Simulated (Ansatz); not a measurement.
**ClGaHO radical: small, medium and large basis sets**

The task here is to estimate one member of a computed series from the others.

The runs use Ansatz 0.2.0, Gaussian basis; one geometry, several basis sets.

Plan: PBE0-D4/def2-SVP; ωB97M-V/def2-SVP; PBE0-D4/def2-QZVPP; ωB97M-V/def2-QZVPP; the functionals' def2-TZVPP values are taken from earlier runs.

## The geometry

An earlier PBE0-D4 in a triple-zeta def2 set relaxation fixed the geometry.

SMILES `[OH][Ga][Cl]`, 4 atoms, charge 0, spin multiplicity 2.

Atoms are counted from 1 here; the program's logs count them from 0.

Bond lengths: O1–Ga2 1.791 Å, O1–H4 0.963 Å, Ga2–Cl3 2.174 Å. Angles: Ga2–O1–H4 112.0°, O1–Ga2–Cl3 118.1°.

As a file:

```
O     1.2012   -0.3278   -0.3417
Ga   -0.4246   -0.9191    0.1229
Cl   -1.9651    0.5525    0.5552
H     1.2441    0.6343   -0.3568
```

The first run:

Contents of in.yaml:

```yaml
crystal:
  periodic: [false, false, false]
  atoms:
    - {symbol: O, position_ang: [1.201160, -0.327848, -0.341689]}
    - {symbol: Ga, position_ang: [-0.424646, -0.919119, 0.122943]}
    - {symbol: Cl, position_ang: [-1.965070, 0.552477, 0.555222]}
    - {symbol: H, position_ang: [1.244055, 0.634292, -0.356775]}
basis:
  gaussian: {orbitals: def2-SVP}
magnetization: {spin_polarized: true, initial_magnetization: 1}
hamiltonian: {xc: pbe0, dispersion: d4}
output: {orbitals: {seedname: orbitals}}
```

Launch:

```bash
$ ansatz run in.yaml --threads 2 --pin off --events-out ev --progress --plain --max-ram 32768MiB --backend cpu
```

Steps of the session up to this table: PBE0-D4 in def2-SVP; ωB97M-V in def2-SVP; PBE0-D4 in def2-QZVPP; ωB97M-V in def2-QZVPP.

One of the session's tables, all rows but one given; the rest of the session is left out.

It belongs to the step «Density functionals: the series». 

| functional | basis | HOMO (eV) | LUMO (eV) |
| --- | --- | --- | --- |
| PBE0-D4 | def2-SVP | -6.85 | -3.61 |
| PBE0-D4 | def2-TZVPP | -6.98 | -3.72 |
| PBE0-D4 | def2-QZVPP | ? | ? |
| ωB97M-V | def2-SVP | -8.87 | -1.90 |
| ωB97M-V | def2-TZVPP | -9.02 | -2.00 |
| ωB97M-V | def2-QZVPP | -9.08 | -2.12 |

Q: Estimate the row for PBE0-D4, def2-QZVPP from the others.

As computed: HOMO (eV): -7.02; LUMO (eV): -3.77. In the column «HOMO (eV)» it lies between ωB97M-V, def2-SVP (-8.87) and PBE0-D4, def2-TZVPP (-6.98).
